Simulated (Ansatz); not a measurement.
# Si2Ge: the cost of one run

Program: Ansatz 0.2.0. Level of theory: DFT PBE, scalar-relativistic, plane waves, PAW, unless a step names another level. These are calculated values, not measurements.

1 further run of the same task is left out (it didn't finish).

## (1) Starting point

Symmetry: Imma, No. 74, orthorhombic system. The conventional cell has a = 3.927 Å, b = 11.787 Å, c = 5.559 Å, α = 90.00°, β = 90.00°, γ = 90.00°. Si (site symmetry m) has 3 Si at 2.37 to 2.38 Å and 1 Ge at 2.42 Å as nearest neighbours. Ge (site symmetry mm2) has 2 Si at 2.42 Å and 2 Ge at 2.46 Å as nearest neighbours.

Structure file:

```cif
data_structure
_symmetry_space_group_name_H-M 'Imma'
_symmetry_Int_Tables_number 74
_cell_length_a 3.9271
_cell_length_b 11.7871
_cell_length_c 5.5590
_cell_angle_alpha 90.000
_cell_angle_beta 90.000
_cell_angle_gamma 90.000
_cell_volume 257.32
loop_
_atom_site_label
_atom_site_type_symbol
_atom_site_symmetry_multiplicity
_atom_site_Wyckoff_symbol
_atom_site_fract_x
_atom_site_fract_y
_atom_site_fract_z
_atom_site_occupancy
Si1 Si 8 h 0.00000 0.07998 0.12889 1
Ge1 Ge 4 e 0.00000 0.25000 0.88330 1
```

It came out lowest among 33 distinct ends of the trial cells. At a tolerance of 0.02 Å it has space group Imma (No. 74).

## (2) Relaxing to 0.001 eV/Å, on the response runs' mesh and smearing

File input.yaml:

```yaml
crystal:
  lattice:
    - [-1.9635545454, 5.8935557275, 2.7794866083]
    - [1.9635545454, -5.8935557275, 2.7794866083]
    - [1.9635545454, 5.8935557275, -2.7794866083]
  atoms:
    - { symbol: Si, position: [0.2088695405, 0.1288857077, 0.0799838329] }
    - { symbol: Si, position: [0.7911304595, 0.8711142923, 0.9200161671] }
    - { symbol: Si, position: [0.5489018748, 0.1288857077, 0.4200161671] }
    - { symbol: Si, position: [0.4510981252, 0.8711142923, 0.5799838329] }
    - { symbol: Ge, position: [0.1332960374, 0.8832960374, 0.25] }
    - { symbol: Ge, position: [0.8667039626, 0.1167039626, 0.75] }
basis:
  ecutwfc: 420
kpoints:
  mp_grid: { grid: [12, 12, 12] }
hamiltonian:
  xc: pbe
scf:
  occupations: { method: fixed }
output:
  forces: true
  stress: true
  eigenvalues: true
relax:
  adjacent_minimum: "off"
  f_tol: 0.001
  max_steps: 60
  cell: { stress_tol: 0.01 }
```

Command:

```bash
$ ansatz run input.yaml --threads 3 --pin off --max-ram 7680MiB --backend cpu --events-out ev --progress --plain --runs-dir out
```

Q: Estimate wall time and peak memory on 3 threads of Intel Xeon 6975P-C (Granite Rapids), shared host.

About 30 s, with a peak of 1.1 GiB.
